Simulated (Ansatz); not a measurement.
Working through a ladder of methods at one geometry of C3H6OSi, SMILES [SiH3]OC1C=C1

With Ansatz 0.2.0, Python API.

The script reads `c3h6osi.xyz`:
```text
11

Si   -1.86350    0.29830    0.01400
O    -0.34500    0.87940    0.10940
C     0.67520    0.00930   -0.36930
C     2.14880    0.22670    0.04470
C     1.47660   -0.84130    0.50530
H    -2.84240    1.42010    0.45970
H    -2.18900   -0.00010   -1.40580
H    -2.04840   -0.85210    0.83440
H     0.63100   -0.33210   -1.33830
H     2.93700    0.83500    0.01030
H     1.48500   -1.70010    1.15610
```

Run as a notebook:

**Cell 1**
```python
from pathlib import Path

import ansatz as az
import numpy as np

c3h6osi = az.Crystal.molecule_from_extxyz("c3h6osi.xyz")

model = c3h6osi.calculation().basis(gaussian="cc-pVDZ")
```

**Cell 2**
```python
print("functional    E (Ha)        dipole (D)   HOMO (eV)  LUMO (eV)")
for name in ["pbe0", "cam_b3lyp", "lc_wpbe", "revpbe", "hse06"]:
    summary = model.functional(name).forces().orbitals().run(threads=1, backend="cpu", runs_dir="runs").report
    lines = Path(summary["orbitals_path"]).read_text().splitlines()
    field_of = lambda key: [line.split("=")[1].strip() for line in lines if line.startswith(key)]
    orbitals = [(27.211386 * float(e), s, float(n)) for e, s, n in zip(field_of("Ene="), field_of("Spin="), field_of("Occup="))]
    homo = max(e for e, _, n in orbitals if n > 0.5)
    lumo = min(e for e, _, n in orbitals if n < 0.5)
    dipole = 4.803205 * np.linalg.norm(summary["charge_distribution"]["dipole_moment_e_ang"])
    print(f"{name:10s} {summary['free_energy_ev'] / 27.211386246:14.6f} {dipole:9.3f} {homo:11.3f} {lumo:10.3f}")
```
Output:
```text
functional    E (Ha)        dipole (D)   HOMO (eV)  LUMO (eV)
pbe0          -482.197706     1.618      -7.626     -0.225
cam_b3lyp     -482.449359     1.630      -8.948      1.051
lc_wpbe       -482.323853     1.661     -10.373      2.251
revpbe        -482.425257     1.555      -6.229     -1.239
hse06         -482.180857     1.617      -7.223     -0.618
```

Total energies depend on the basis set; only differences at equal settings carry meaning. The geometry is a force-field or estimated start, not a minimum of this method, and the basis set is short of its limit. A lower total doesn't mark the better method: functionals have no common bound, and MP2 and coupled cluster aren't variational. Levels such as HOMO and LUMO are orbital energies: with these approximate functionals they aren't the ionisation energy and electron affinity, and their gap isn't the fundamental gap. For Al to Cl the sets with a tight d function, cc-pV(X+d)Z, are usual. hse06 follows the composition of plane-wave codes, whose totals differ by tens of mHa, up to about 0.1 Ha, from the form usual in Gaussian-basis programs (wpbeh). The whole script took 25 s on 1 thread of Intel(R) Xeon(R) Platinum 8259CL CPU @ 2.50GHz (Skylake/Cascade Lake) (shared host), peak memory 0.31 GiB.
